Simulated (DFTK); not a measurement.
## NaLaMnMoO6 in DFTK: the effect of Hubbard term

NaLaMnMoO6:

```
Na La Mn Mo O
1.0
     5.55735    0.00000    0.00053
     0.00000    5.59794    0.00000
    -0.06290    0.00000    8.02462
Na La Mn Mo O
2 2 2 2 12
Direct
  0.75008 0.51572 0.49924
  0.24992 0.01572 0.50076
  0.25715 0.95896 0.99937
  0.74285 0.45896 0.00063
  0.24767 0.48762 0.25607
  0.75233 0.98762 0.74393
  0.75559 0.99666 0.27090
  0.24441 0.49666 0.72910
  0.67335 0.97830 0.49061
  0.03402 0.81017 0.27726
  0.93353 0.28910 0.28026
  0.47817 0.20966 0.19922
  0.54435 0.73563 0.20079
  0.82956 0.01818 0.00392
  0.32665 0.47830 0.50939
  0.96598 0.31017 0.72274
  0.06647 0.78910 0.71974
  0.52183 0.70966 0.80078
  0.45565 0.23563 0.79921
  0.17044 0.51818 0.99608
```

The cell was built by a generator and needn't be a form met in nature.

Alike in all runs:

- Program: DFTK 0.8.2
- Task: single point
- Functional: LDA
- Potentials or basis: dojo.nc.sr.pbe.v0_4_1.standard.upf (PBE)
- Cutoff: 1497 eV
- k mesh: 1 × 1 × 1
- Occupations: fermi-dirac, width 0.05 eV
- Spin: collinear spin, antiferromagnetic start
- Starting moments: [0.0, 0.0, 0.0, 0.0, 4.0, -4.0, 1.0, -1.0, 0.0, 0.0, 0.0, 0.0, 0.0, 0.0, 0.0, 0.0, 0.0, 0.0, 0.0, 0.0] μB
- Start of the occupations: half filled (the program's default)
- Valence electrons: La 11, Mn 15, Mo 14, Na 9, O 6
- SCF tolerance on the density: 1e-06
- Symmetries used: no

**Question.** One run gave: gap on the mesh 2.19 eV; pressure -5.7 GPa; largest force 1.38 eV/Å. Which Hubbard term did it use?
A. Mn d U = 4.5 eV, Mo d U = 4.5 eV
B. Mn d U = 0 eV, Mo d U = 0 eV
C. Mn d U = 6 eV, Mo d U = 6 eV
D. Mn d U = 1.5 eV, Mo d U = 1.5 eV
E. Mn d U = 3 eV, Mo d U = 3 eV

**Answer.** A.

```csv
Hubbard term,gap on the mesh (eV),pressure (GPa),largest force (eV/Å)
"Mn d U = 0 eV, Mo d U = 0 eV",0.81,-8.1,1.26
"Mn d U = 1.5 eV, Mo d U = 1.5 eV",1.37,-7.2,1.15
"Mn d U = 3 eV, Mo d U = 3 eV",1.84,-6.4,1.22
"Mn d U = 4.5 eV, Mo d U = 4.5 eV",2.19,-5.7,1.38
"Mn d U = 6 eV, Mo d U = 6 eV",2.41,-5.1,1.52
"Mn d U = 8 eV, Mo d U = 8 eV",2.53,-4.3,1.68
```

Caveats: all runs use coarse meshes; the Hubbard orbitals reach further out than in other programs, which can move energies by up to some tens of meV an atom; the potentials were made for another functional, which shifts forces and pressure; spin-orbit coupling is left out, which moves the levels of the heavy elements; an odd mesh through Γ misses points on the zone boundary, where band edges often lie.
